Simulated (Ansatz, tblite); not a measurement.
# The cluster Nb₂S₆: one state, many levels

One table from this session's results is given with a row withheld; the runs are named, their logs left out.

Computed with Ansatz 0.2.0, Gaussian basis. Level: as each input shows.

Plan: GFN1-xTB, GFN2-xTB, PBE-D4/def2-TZVP, r2SCAN-D4/def2-TZVP, r2SCAN0-D4/def2-TZVP, B2PLYP/def2-TZVP, PBE-D4/def2-SVP, PBE0-D4/def2-SVP, CCSD(T)/def2-SVP, MP2/def2-TZVP.

3 further runs of the same task are left out: 1 that didn't finish, 2 set aside as unsound or not needed. Runs told in other sessions of the task aren't counted.

## The relaxed structure

The geometry is that of the singlet, from an earlier relaxation (PBE-D4/def2-SVP). At that level it is the lowest of the isomers that a small search found.

8 atoms, charge 0, spin multiplicity 1.

Bond lengths: Nb1–S5 2.272 Å, Nb1–S6 2.329 Å, Nb1–S7 2.273 Å, Nb2–S3 2.511 Å, Nb2–S4 2.440 Å, Nb2–S5 2.548 Å, Nb2–S6 2.418 Å, Nb2–S7 2.547 Å, Nb2–S8 2.441 Å, S3–S4 2.120 Å, S3–S8 2.120 Å. Angles: S5–Nb1–S6 100.0°, S5–Nb1–S7 96.9°, S6–Nb1–S7 100.0°, S3–Nb2–S4 50.7°, S3–Nb2–S5 137.4°, S3–Nb2–S6 98.1°, S3–Nb2–S7 137.4°, S3–Nb2–S8 50.7°, S4–Nb2–S5 88.6°, S4–Nb2–S6 118.3°, S4–Nb2–S7 150.3°, S4–Nb2–S8 84.0°, S5–Nb2–S6 90.4°, S5–Nb2–S7 83.8°, S5–Nb2–S8 150.5°, S6–Nb2–S7 90.4°, S6–Nb2–S8 118.2°, S7–Nb2–S8 88.6° and more.

Geometry (Å):

```xyz
8
Nb2S6
Nb    0.61497    0.78217   -2.22563
Nb   -0.04469   -0.12322    0.10622
S    -0.52476    0.12639    2.55811
S    -2.09065   -0.62153    1.33949
S    -1.37899   -0.29486   -2.05770
S     0.47067    2.18972   -0.37588
S     1.89764   -0.88106   -1.35702
S     1.05583   -1.17760    2.01241
```

Nb takes a core potential in the def2 sets. No spin-orbit coupling is included.

PBE0-D4/def2-TZVP was run before; its log isn't repeated, and its numbers join the tables.

The first run:

Tight binding, by tblite at 300 K electronic temperature and without a spin-polarisation term:

```python
tblite.interface.Calculator('GFN1-xTB', numbers, positions, charge=0, uhf=0).singlepoint()
```

Tight binding, by tblite at 300 K electronic temperature and without a spin-polarisation term:

```python
tblite.interface.Calculator('GFN2-xTB', numbers, positions, charge=0, uhf=0).singlepoint()
```

start.molden holds the orbitals of an earlier run on this state, given as this run's starting guess.

File in.yaml:

```yaml
crystal:
  periodic: [false, false, false]
  atoms:
    - {symbol: Nb, position_ang: [0.614969, 0.782166, -2.225627]}
    - {symbol: Nb, position_ang: [-0.044693, -0.123216, 0.106223]}
    - {symbol: S, position_ang: [-0.524762, 0.126393, 2.558111]}
    - {symbol: S, position_ang: [-2.090651, -0.621531, 1.339486]}
    - {symbol: S, position_ang: [-1.378993, -0.294858, -2.057701]}
    - {symbol: S, position_ang: [0.470669, 2.189716, -0.375883]}
    - {symbol: S, position_ang: [1.897642, -0.881055, -1.357025]}
    - {symbol: S, position_ang: [1.055828, -1.177604, 2.012407]}
basis:
  gaussian: {orbitals: def2-TZVP, initial_orbitals: start.molden}
hamiltonian: {xc: pbe, dispersion: d4}
scf: {omitted_lower_state_checks: [starts]}
output: {orbitals: {seedname: orbitals}}
```

On the command line:

```
> ansatz run in.yaml --threads 4 --pin off --events-out ev --progress --plain --max-ram 6963MiB
```

Among the steps run: PBE-D4/def2-TZVP; r2SCAN-D4/def2-TZVP; r2SCAN0-D4/def2-TZVP; B2PLYP/def2-TZVP; PBE-D4/def2-SVP; PBE0-D4/def2-SVP; CCSD(T)/def2-SVP; MP2/def2-TZVP.

One table of the session follows, with a row left open; its other results are not shown here.

It belongs to the step «Binding energy». 

```
               level  binding an atom (eV)
         HF/def2-SVP                 1.813
        HF/def2-TZVP                 1.900
     PBE-D4/def2-SVP                     ?
    PBE-D4/def2-TZVP                 4.439
 r2SCAN-D4/def2-TZVP                 4.188
    PBE0-D4/def2-SVP                 4.060
   PBE0-D4/def2-TZVP                 4.116
r2SCAN0-D4/def2-TZVP                 3.907
    B2PLYP/def2-TZVP                 4.161
        MP2/def2-SVP                 4.086
       MP2/def2-TZVP                 4.464
       CCSD/def2-SVP                 3.476
    CCSD(T)/def2-SVP                 3.771
```

Q: Estimate the row for PBE-D4/def2-SVP from the others.

**Answer.** binding an atom (eV): 4.409. In the column «binding an atom (eV)» it lies between r2SCAN-D4/def2-TZVP (4.188) and PBE-D4/def2-TZVP (4.439).

Caveats from the session: Free atoms were run apart at each level; binding is atoms less cluster, divided by the number of atoms, without zero-point or spin-orbit terms.
